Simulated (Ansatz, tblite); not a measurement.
# The cluster Si6N8: one state, many levels

One table from this session's results is given with a row withheld; the runs are named, their logs left out.

The runs use Ansatz 0.2.0, Gaussian basis; as each input shows.

Levels to be run: GFN1-xTB, GFN2-xTB, PBE-D4/def2-TZVP, r2SCAN-D4/def2-TZVP, B97M-V/def2-TZVP, BHLYP-D4/def2-TZVP, PBE-D4/def2-SVP, PBE0-D4/def2-SVP, HF/STO-3G, HF/6-31G, B3LYP-D4/6-31G, MP2/def2-SVP, RPA/def2-SVP.

5 further runs of the same task are left out: 3 that didn't finish, 2 set aside as unsound or not needed. Runs told in other sessions of the task aren't counted.

### The geometry

The singlet was relaxed beforehand with r2SCAN-D4/def2-SVP. At that level it is the lowest of the isomers that a small search found.

14 atoms, charge 0, spin multiplicity 1.

Bond lengths: Si1–N10 1.697 Å, Si1–N13 1.649 Å, Si2–N7 1.601 Å, Si2–N8 1.628 Å, Si3–N11 1.768 Å, Si3–N12 1.762 Å, Si4–N8 1.650 Å, Si4–N9 1.611 Å, Si4–N11 1.818 Å, Si4–N12 1.833 Å, Si5–N10 1.702 Å, Si5–N14 1.639 Å, Si6–N9 1.638 Å, Si6–N13 1.692 Å, Si6–N14 1.676 Å, N11–N12 1.508 Å. Angles: N10–Si1–N13 131.1°, N7–Si2–N8 174.8°, N11–Si3–N12 50.6°, N8–Si4–N9 133.3°, N8–Si4–N11 106.9°, N8–Si4–N12 107.1°, N9–Si4–N11 114.2°, N9–Si4–N12 116.2°, N11–Si4–N12 48.8°, N10–Si5–N14 128.3°, N9–Si6–N13 120.9°, N9–Si6–N14 122.8°, N13–Si6–N14 116.3°, Si2–N8–Si4 142.6°, Si4–N9–Si6 155.0°, Si1–N10–Si5 105.8°, Si3–N11–Si4 130.4°, Si3–N11–N12 64.5° and more.

PBE0-D4/def2-TZVP was run before; its log isn't repeated, and its numbers join the tables.

Set-up of the first run:

Tight binding, by tblite at 300 K electronic temperature and without a spin-polarisation term:

```python
tblite.interface.Calculator('GFN1-xTB', numbers, positions, charge=0, uhf=0).singlepoint()
```

Tight binding, by tblite at 300 K electronic temperature and without a spin-polarisation term:

```python
tblite.interface.Calculator('GFN2-xTB', numbers, positions, charge=0, uhf=0).singlepoint()
```

start.molden holds the orbitals of an earlier run on this state, given as this run's starting guess.

Input file in.yaml:

```yaml
crystal:
  periodic: [false, false, false]
  atoms:
    - {symbol: Si, position_ang: [1.133087, -0.938060, 3.701427]}
    - {symbol: Si, position_ang: [-0.150580, 3.371888, -1.646815]}
    - {symbol: Si, position_ang: [0.923668, -1.472013, -4.328064]}
    - {symbol: Si, position_ang: [0.048394, 0.275077, -1.724637]}
    - {symbol: Si, position_ang: [-1.444862, -1.776070, 3.699760]}
    - {symbol: Si, position_ang: [-0.301728, -0.815335, 1.233290]}
    - {symbol: N, position_ang: [-0.368199, 4.906743, -1.248735]}
    - {symbol: N, position_ang: [0.107912, 1.857905, -2.185242]}
    - {symbol: N, position_ang: [-0.394945, -0.463943, -0.363725]}
    - {symbol: N, position_ang: [-0.084994, -1.566511, 4.702365]}
    - {symbol: N, position_ang: [-0.230517, -0.704646, -3.230110]}
    - {symbol: N, position_ang: [1.213391, -0.643489, -2.800428]}
    - {symbol: N, position_ang: [1.133175, -0.567327, 2.094617]}
    - {symbol: N, position_ang: [-1.583801, -1.464208, 2.096277]}
basis:
  gaussian: {orbitals: def2-TZVP, initial_orbitals: start.molden}
hamiltonian: {xc: pbe, dispersion: d4}
scf: {omitted_lower_state_checks: [starts]}
output: {orbitals: {seedname: orbitals}}
```

Launch:

```sh
$ ansatz run in.yaml --threads 4 --pin off --events-out ev --progress --plain --max-ram 6963MiB
```

Steps of the session up to this table: PBE-D4/def2-TZVP; r2SCAN-D4/def2-TZVP; B97M-V/def2-TZVP; BHLYP-D4/def2-TZVP; PBE-D4/def2-SVP; PBE0-D4/def2-SVP; HF/STO-3G; HF/6-31G; B3LYP-D4/6-31G; MP2/def2-SVP; RPA/def2-SVP.

One table of the session follows, with a row left open; its other results are not shown here.

It belongs to the step «Binding energy». 

```
              level  binding an atom (eV)
          HF/STO-3G                 0.746
           HF/6-31G                 0.215
        HF/def2-SVP                     ?
    PBE-D4/def2-SVP                 4.162
   PBE-D4/def2-TZVP                 4.272
r2SCAN-D4/def2-TZVP                 3.952
   B97M-V/def2-TZVP                 3.987
     B3LYP-D4/6-31G                 2.861
   PBE0-D4/def2-SVP                 3.755
  PBE0-D4/def2-TZVP                 3.892
 BHLYP-D4/def2-TZVP                 3.487
       RPA/def2-SVP                 3.212
       MP2/def2-SVP                 3.488
```

Q: Estimate the row for HF/def2-SVP from the others.

As computed: binding an atom (eV): 1.345. In the column «binding an atom (eV)» it lies between HF/STO-3G (0.746) and B3LYP-D4/6-31G (2.861).

Limits of these values: Free atoms were run apart at each level; binding is atoms less cluster, divided by the number of atoms, without zero-point or spin-orbit terms.
